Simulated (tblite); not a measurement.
# C6H16AlClO: the cost of one run

Computed with tblite 0.8.0 and PySCF 2.14.0, with density-fitted response routines of our own, on a single molecule in the gas phase. Atoms count from 0, in the outputs and in this text.

**1. The starting structure**

25 atoms, charge 0, multiplicity 1; geometry from: force field or distance geometry start.

Bonds of the start (Å): C0–C1 1.50, C1–O2 1.38, O2–C3 1.34, C3–C4 1.50, C4–C5 1.52, C4–C6 1.52, O2–Al7 1.77, Al7–Cl8 2.19, C0–H9 1.11, C0–H10 1.10, C0–H11 1.13, C1–H12 1.12, C1–H13 1.11, C3–H14 1.12, C3–H15 1.11, C4–H16 1.12, C5–H17 1.09, C5–H18 1.13, C5–H19 1.11, C6–H20 1.11, C6–H21 1.10, C6–H22 1.13, Al7–H23 1.62, Al7–H24 1.60.

**2. Optimising the geometry with GFN2-xTB**

The job: settings as JSON, then the geometry in Å.

```
{"job": {"kind": "relax", "xc": "GFN2-xTB", "basis": "xTB"}, "charge": 0, "multiplicity": 1}
C     -2.269600     1.346500    -0.680400
C     -1.590800     0.015900    -0.792100
O     -0.925100    -0.384100     0.353500
C      0.054400     0.407000     0.815900
C      1.152900     0.541100    -0.197600
C      1.676300    -0.859300    -0.498000
C      2.314900     1.401300     0.286300
Al    -1.024300    -2.095200     0.807800
Cl    -0.160500    -2.607700     2.758100
H     -2.855300     1.486700    -1.616100
H     -1.593200     2.200800    -0.559200
H     -3.046800     1.308400     0.143400
H     -2.406600    -0.727700    -0.968900
H     -0.929800    -0.032600    -1.682100
H      0.529200    -0.059200     1.719300
H     -0.255400     1.414800     1.169800
H      0.763800     0.990500    -1.143800
H      1.107500    -1.333500    -1.297900
H      2.776300    -0.744000    -0.727500
H      1.673800    -1.415400     0.468300
H      3.178600     1.080500    -0.328200
H      2.153400     2.474700     0.137500
H      2.598500     1.141400     1.352900
H     -0.367800    -2.990300    -0.368700
H     -2.565300    -2.536800     0.856600
```

Started as:

```bash
$ OMP_NUM_THREADS=1 python probes_run.py task.json out
```

The driver reads the jobs from task.json and runs them one after another.

Q: Estimate the wall time and peak memory of this first job on 1 thread of AMD EPYC, shared host.

About 4.2 s, with a peak of 0.18 GiB.
